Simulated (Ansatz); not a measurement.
# FGaHO radical (SMILES [O][GaH][F]): one structure at several levels

An exercise on one series of results from a longer session: the logs are not shown, and one member is left open.

Method: single points in def2-TZVPP; program: Ansatz 0.2.0, Gaussian basis.

Correlated methods freeze the cores. Filled d shells of the heavier atoms are correlated. Orbitals are unrestricted. B3LYP uses VWN-RPA correlation.

### Where the work starts

SMILES `[O][GaH][F]`, 4 atoms, charge 0, spin multiplicity 2.

Atoms are counted from 1 here; the program's logs count them from 0.

Bond lengths: O1–Ga2 1.629 Å, Ga2–F3 1.767 Å, Ga2–H4 1.581 Å. Angles: O1–Ga2–F3 142.4°, O1–Ga2–H4 104.1°, F3–Ga2–H4 113.5°.

Coordinates:

```xyz
4

O    -1.5114   -0.2977    0.6167
Ga    0.0109   -0.0923    0.0734
F     1.6870   -0.5468    0.4012
H    -0.1508    0.8685   -1.1720
```

The first run:

run/in.yaml

```yaml
crystal:
  periodic: [false, false, false]
  atoms:
    - {symbol: O, position_ang: [-1.511400, -0.297700, 0.616700]}
    - {symbol: Ga, position_ang: [0.010900, -0.092300, 0.073400]}
    - {symbol: F, position_ang: [1.687000, -0.546800, 0.401200]}
    - {symbol: H, position_ang: [-0.150800, 0.868500, -1.172000]}
basis:
  gaussian: {orbitals: def2-TZVPP}
magnetization: {spin_polarized: true, initial_magnetization: 1}
correlation: {method: ccsd_t}
scf: {omitted_lower_state_checks: [cluster_reference]}
output: {forces: true}
```

The command line of these runs was not kept.

Among the steps run: CCSD(T)/def2-TZVPP; PBE0-D4/def2-TZVPP; wB97M-V/def2-TZVPP; r2SCAN-D4/def2-TZVPP; PBE-D4/def2-TZVPP; B3LYP-D4/def2-TZVPP; HSE06-D4/def2-TZVPP.

One table of the session follows, with a row left open; its other results are not shown here.

| method | RMS force component (eV/Å) | angle to CCSD(T) forces (°) | dipole (D) |
| --- | --- | --- | --- |
| CCSD(T) | 2.440 | reference | 0.37 |
| PBE0-D4 | 2.215 | 1.2 | 0.43 |
| wB97M-V | ? | ? | ? |
| r2SCAN-D4 | 2.062 | 2.1 | 0.50 |
| PBE-D4 | 1.916 | 6.9 | 0.80 |
| B3LYP-D4 | 2.204 | 2.3 | 0.49 |
| HSE06-D4 | 2.208 | 1.4 | 0.43 |

**Question.** Estimate the row for wB97M-V.

As computed: RMS force component (eV/Å): 2.345; angle to CCSD(T) forces (°): 1.2; dipole (D): 0.38. In the column «RMS force component (eV/Å)» it lies between PBE0-D4 (2.215) and CCSD(T) (2.440).
